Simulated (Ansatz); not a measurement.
# BFH7NSi2: how energies converge with the basis set

An exercise on one series of results from a longer session: the logs are not shown, and one member is left open.

The runs use Ansatz 0.2.0, Gaussian basis; one geometry, several basis sets.

Levels to be run: PBE0-D4/def2-SVP; ωB97M-V/def2-SVP; PBE0-D4/def2-QZVPP; ωB97M-V/def2-QZVPP; the functionals' def2-TZVPP values are taken from earlier runs.

## The relaxed structure

The geometry comes from an earlier relaxation with PBE0-D4 in a triple-zeta def2 set; it is a stationary point, not always the lowest conformer.

SMILES `B[SiH2]N[SiH2]F`, 12 atoms, charge 0, spin multiplicity 1.

Atoms are counted from 1 here; the program's logs count them from 0.

Bond lengths: B1–Si2 2.024 Å, B1–H6 1.193 Å, B1–H7 1.197 Å, Si2–N3 1.759 Å, Si2–H8 1.493 Å, Si2–H9 1.492 Å, N3–Si4 1.692 Å, N3–H10 1.008 Å, Si4–F5 1.638 Å, Si4–H11 1.480 Å, Si4–H12 1.481 Å. Angles: Si2–B1–H6 121.5°, Si2–B1–H7 118.6°, H6–B1–H7 117.8°, B1–Si2–N3 102.2°, B1–Si2–H8 113.4°, B1–Si2–H9 116.2°, N3–Si2–H8 110.6°, N3–Si2–H9 108.4°, H8–Si2–H9 106.0°, Si2–N3–Si4 119.1°, Si2–N3–H10 120.0°, Si4–N3–H10 120.2°, N3–Si4–F5 103.2°, N3–Si4–H11 116.6°, N3–Si4–H12 113.4°, F5–Si4–H11 103.6°, F5–Si4–H12 108.1°, H11–Si4–H12 110.8°.

As a file:

```
B    -1.1878    1.1752    0.3596
Si    0.0289   -0.0398    1.4277
N     0.8891   -0.9093    0.1637
Si    0.5375   -0.5666   -1.4554
F    -0.1505    0.9183   -1.3839
H    -1.0798    2.3628    0.4044
H    -2.2039    0.7234   -0.0827
H    -0.7095   -0.9901    2.3114
H     1.0325    0.6362    2.2998
H     1.6794   -1.4892    0.3993
H    -0.5015   -1.4015   -2.0985
H     1.7425   -0.4747   -2.3114
```

The first run:

File in.yaml:

```yaml
crystal:
  periodic: [false, false, false]
  atoms:
    - {symbol: B, position_ang: [-1.187826, 1.175216, 0.359593]}
    - {symbol: Si, position_ang: [0.028941, -0.039810, 1.427714]}
    - {symbol: N, position_ang: [0.889052, -0.909268, 0.163727]}
    - {symbol: Si, position_ang: [0.537466, -0.566602, -1.455380]}
    - {symbol: F, position_ang: [-0.150475, 0.918301, -1.383878]}
    - {symbol: H, position_ang: [-1.079803, 2.362844, 0.404357]}
    - {symbol: H, position_ang: [-2.203918, 0.723427, -0.082715]}
    - {symbol: H, position_ang: [-0.709505, -0.990092, 2.311447]}
    - {symbol: H, position_ang: [1.032530, 0.636211, 2.299761]}
    - {symbol: H, position_ang: [1.679419, -1.489214, 0.399292]}
    - {symbol: H, position_ang: [-0.501462, -1.401469, -2.098529]}
    - {symbol: H, position_ang: [1.742481, -0.474745, -2.311389]}
basis:
  gaussian: {orbitals: def2-SVP}
hamiltonian: {xc: pbe0, dispersion: d4}
output: {orbitals: {seedname: orbitals}}
```

Among the steps run: PBE0-D4 in def2-SVP; ωB97M-V in def2-SVP; PBE0-D4 in def2-QZVPP; ωB97M-V in def2-QZVPP.

One of the session's tables, all rows but one given; the rest of the session is left out.

It belongs to the step «Functionals by basis». 

```
functional       basis  HOMO (eV)
   PBE0-D4    def2-SVP      -7.66
   PBE0-D4  def2-TZVPP      -7.76
   PBE0-D4  def2-QZVPP      -7.78
   ωB97M-V    def2-SVP      -9.90
   ωB97M-V  def2-TZVPP     -10.03
   ωB97M-V  def2-QZVPP          ?
```

Q: Estimate the row for ωB97M-V, def2-QZVPP from the others.

As computed: HOMO (eV): -10.04. In the column «HOMO (eV)» it is the lowest.
